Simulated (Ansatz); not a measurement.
Working through a ladder of basis sets of CaI (charge +1)

Program: Ansatz 0.2.0 through its Python package.

Interactive session:
```pycon
>>> import ansatz as az
>>> geometry_ang = [
...     ("Ca", (0.0, 0.0, 0.0)),
...     ("I", (0.0, 0.0, 3.0)),
... ]
>>> system = az.Crystal.molecule()
>>> for symbol, xyz in geometry_ang:
...     system = system.atom(symbol, xyz)
...
>>> base = system.calculation().functional("PBE0").charge(1)
>>> energies = {}
>>> for basis in ["def2-SVP", "def2-SVPD", "def2-TZVP", "def2-TZVPP"]:
...     summary = base.basis(gaussian=basis).run(threads=1, backend="cpu").report
...     size = summary["n_frozen"] + summary["n_occupied"][0] + summary["n_virtual"][0]
...     energies[basis] = (summary["reference_energy_ev"] / 27.211386246, summary["free_energy_ev"] / 27.211386246)
...     print(f"{basis:14s} {size:4d} orbitals  reference {energies[basis][0]:14.6f} Ha  total {energies[basis][1]:14.6f} Ha")
...
def2-SVP         50 orbitals  reference    -974.860954 Ha  total    -974.860954 Ha
def2-SVPD        62 orbitals  reference    -974.863270 Ha  total    -974.863270 Ha
def2-TZVP        86 orbitals  reference    -974.956145 Ha  total    -974.956145 Ha
def2-TZVPP       86 orbitals  reference    -974.956145 Ha  total    -974.956145 Ha
>>> last = energies["def2-TZVPP"][1]
>>> for basis, (_, total) in energies.items():
...     print(f"{basis:14s} lies {27.211386 * (total - last):9.4f} eV above def2-TZVPP")
...
def2-SVP       lies    2.5903 eV above def2-TZVPP
def2-SVPD      lies    2.5273 eV above def2-TZVPP
def2-TZVP      lies    0.0000 eV above def2-TZVPP
def2-TZVPP     lies    0.0000 eV above def2-TZVPP
```

Against def2-SVP: def2-SVPD -2.3 mHa, def2-TZVP -95.2 mHa and def2-TZVPP -95.2 mHa. The last step alone is +0.00 mHa (these two sets differ little on atoms other than hydrogen). From the first set to the last the time grows from 1.3 to 1.5 s.

Notes:
- The drop along the ladder measures the basis error, and is no property of the molecule.
- The geometry is a force-field or estimated start, not a minimum of this method, and the last set is no limit. Much of the fall in a total is atomic energy, which cancels in bond and reaction energies.
- def2 sets replace the cores of elements past krypton by effective core potentials.
- The spin state was assumed, and another may lie lower.
- Run time: 6.5 s on 1 thread of Arm Neoverse V2, on a shared host, peak memory 0.22 GiB.

(Lines on the test bed's own set-up are left out of the output.)
